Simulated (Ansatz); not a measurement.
# Mo (Mo (111), 5 layers): a relaxation

Wanted: a converged relaxation for Mo (Mo (111), 5 layers), and a check of what comes out. The structure is shown as the input types it.

Computed with Ansatz 0.2.0 (DFT, PBEsol, PAW with Ansatz's default frozen-core files, scalar-relativistic, unless a step's input says otherwise).

## Step 1: The starting structure

The structure is trigonal, space group P-3m1 (No. 164). The conventional cell has a = 4.426 Å, b = 4.426 Å, c = 19.613 Å, α = 90.00°, β = 90.00°, γ = 120.00°. Around Mo (site symmetry 3m) lie 4 Mo at 2.71 Å. Around Mo (site symmetry 3m) lie 7 Mo at 2.71 Å. Mo (site symmetry -3m) is surrounded by 6 Mo at 2.71 Å.

Structure file:

```cif
data_structure
_symmetry_space_group_name_H-M 'P-3m1'
_symmetry_Int_Tables_number 164
_cell_length_a 4.4256
_cell_length_b 4.4256
_cell_length_c 19.6135
_cell_angle_alpha 90.000
_cell_angle_beta 90.000
_cell_angle_gamma 120.000
_cell_volume 332.68
loop_
_atom_site_label
_atom_site_type_symbol
_atom_site_symmetry_multiplicity
_atom_site_Wyckoff_symbol
_atom_site_fract_x
_atom_site_fract_y
_atom_site_fract_z
_atom_site_occupancy
Mo1 Mo 2 d 0.33333 0.66667 0.40788 1
Mo2 Mo 2 d 0.66667 0.33333 0.45394 1
Mo3 Mo 1 b 0.00000 0.00000 0.50000 1
```

## Step 2: Input and run

input.yaml reads:

```yaml
crystal:
  lattice:
    - [4.4255791754, 0.0, 0.0]
    - [-2.2127895877, 3.8326639923, 0.0]
    - [0.0, 0.0, 19.6135]
  atoms:
    - { symbol: Mo, position: [0.833333333, 0.166666667, 0.4078830841] }
    - { symbol: Mo, position: [0.166666667, 0.833333333, 0.4539415419] }
    - { symbol: Mo, position: [0.5, 0.5, 0.5] }
    - { symbol: Mo, position: [0.833333333, 0.166666667, 0.5460584581] }
    - { symbol: Mo, position: [0.166666667, 0.833333333, 0.5921169159] }
kpoints:
  mp_grid: { grid: [9, 9, 1] }
scf:
  occupations: { method: fermi_dirac, width: 0.05 }
  max_iter: 100
hamiltonian:
  xc: pbesol
  pseudopotentials: { kind: paw }
output:
  forces: true
  stress: true
  eigenvalues: true
relax:
  f_tol: 0.01
  max_steps: 40
efield:
  axis: 3
  amplitude: 0
  dipole_correction: true
magnetization:
  spin_polarized: true
  initial_magnetization: 7
```

The run is started by

```sh
> ansatz run input.yaml --threads 2 --pin off --max-ram 4096MiB --backend cpu --events-out ev --progress --plain --runs-dir out
```

What happens when this is run?

The run converged and reported no error, with warnings (filled band counts differ across k points, seeded moment not kept, stress scf threshold loose). Its log warns: «output.stress: scf.convergence.dr2_threshold = 1e-7 eV (the SCF's general default) is looser than the 5e-10 eV advised for a printed stress (1e-10 eV for each atom of the ...»

Look at the input: magnetization.spin_polarized is true; magnetization.initial_magnetization is 7. What could go wrong: unrealistic starting moment. The run ends with a total moment of 0.00 μB. It still converged here, which does not make the setting sound.

Run again and compare: delete magnetization.spin_polarized and magnetization.initial_magnetization (the default then holds).
